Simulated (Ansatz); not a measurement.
# C8H6N2: how energies converge with the basis set

The task here is to estimate one member of a computed series from the others.

Program: Ansatz 0.2.0, Gaussian basis. Level of theory: one geometry, several basis sets. These are calculated values, not measurements.

Levels to be run: PBE0-D4/def2-SVP; ωB97M-V/def2-SVP; PBE0-D4/def2-QZVPP; ωB97M-V/def2-QZVPP; the functionals' def2-TZVPP values are taken from earlier runs.

1 further run of the same task is left out (it didn't finish). Runs told in other sessions of the task aren't counted.

### The relaxed structure

An earlier PBE0-D4 in a triple-zeta def2 set relaxation fixed the geometry.

SMILES `c1ccc2nccnc2c1`, 16 atoms, charge 0, spin multiplicity 1.

Atoms are counted from 1 here; the program's logs count them from 0.

Bond lengths: C1–C2 1.410 Å, C1–C10 1.367 Å, C1–H11 1.084 Å, C2–C3 1.367 Å, C2–H12 1.084 Å, C3–C4 1.409 Å, C3–H13 1.083 Å, C4–N5 1.354 Å, C4–C9 1.420 Å, N5–C6 1.304 Å, C6–C7 1.414 Å, C6–H14 1.087 Å, C7–N8 1.304 Å, C7–H15 1.087 Å, N8–C9 1.354 Å, C9–C10 1.409 Å, C10–H16 1.083 Å. Angles: C2–C1–C10 120.7°, C2–C1–H11 119.4°, C10–C1–H11 120.0°, C1–C2–C3 120.7°, C1–C2–H12 119.4°, C3–C2–H12 120.0°, C2–C3–C4 119.9°, C2–C3–H13 122.1°, C4–C3–H13 118.0°, C3–C4–N5 119.5°, C3–C4–C9 119.4°, N5–C4–C9 121.0°, C4–N5–C6 116.4°, N5–C6–C7 122.5°, N5–C6–H14 117.5°, C7–C6–H14 119.9°, C6–C7–N8 122.5°, C6–C7–H15 119.9° and more.

Set-up of the first run:

The input, in.yaml:

```yaml
crystal:
  periodic: [false, false, false]
  atoms:
    - {symbol: C, position_ang: [0.528594, -1.899249, 1.220870]}
    - {symbol: C, position_ang: [1.724604, -1.400437, 0.664531]}
    - {symbol: C, position_ang: [1.715979, -0.275603, -0.112328]}
    - {symbol: C, position_ang: [0.502782, 0.396529, -0.363225]}
    - {symbol: N, position_ang: [0.503452, 1.510039, -1.133674]}
    - {symbol: C, position_ang: [-0.652384, 2.083255, -1.326376]}
    - {symbol: C, position_ang: [-1.851297, 1.583273, -0.768614]}
    - {symbol: N, position_ang: [-1.885332, 0.513711, -0.022594]}
    - {symbol: C, position_ang: [-0.701410, -0.105639, 0.197019]}
    - {symbol: C, position_ang: [-0.662296, -1.267468, 0.994001]}
    - {symbol: H, position_ang: [0.559042, -2.792713, 1.833740]}
    - {symbol: H, position_ang: [2.657384, -1.917588, 0.857643]}
    - {symbol: H, position_ang: [2.620439, 0.128125, -0.551401]}
    - {symbol: H, position_ang: [-0.672608, 2.978743, -1.942551]}
    - {symbol: H, position_ang: [-2.791977, 2.094921, -0.956543]}
    - {symbol: H, position_ang: [-1.594941, -1.629918, 1.409492]}
basis:
  gaussian: {orbitals: def2-SVP}
hamiltonian: {xc: pbe0, dispersion: d4}
output: {orbitals: {seedname: orbitals}}
```

On the command line:

```bash
$ ansatz run in.yaml --threads 2 --pin off --events-out ev --progress --plain --max-ram 22528MiB --backend cpu
```

Among the steps run: PBE0-D4 in def2-SVP; ωB97M-V in def2-SVP; PBE0-D4 in def2-QZVPP; ωB97M-V in def2-QZVPP.

One table of the session follows, with a row left open; its other results are not shown here.

It belongs to the step «Density functionals: the series». 

```
functional       basis  HOMO (eV)  LUMO (eV)
   PBE0-D4    def2-SVP      -7.13      -1.99
   PBE0-D4  def2-TZVPP      -7.22      -2.09
   PBE0-D4  def2-QZVPP      -7.24      -2.13
   ωB97M-V    def2-SVP      -9.18       0.06
   ωB97M-V  def2-TZVPP      -9.20      -0.11
   ωB97M-V  def2-QZVPP          ?          ?
```

Estimate the missing values for ωB97M-V, def2-QZVPP.

The run gave: HOMO (eV): -9.22; LUMO (eV): -0.16. In the column «HOMO (eV)» it is the lowest.
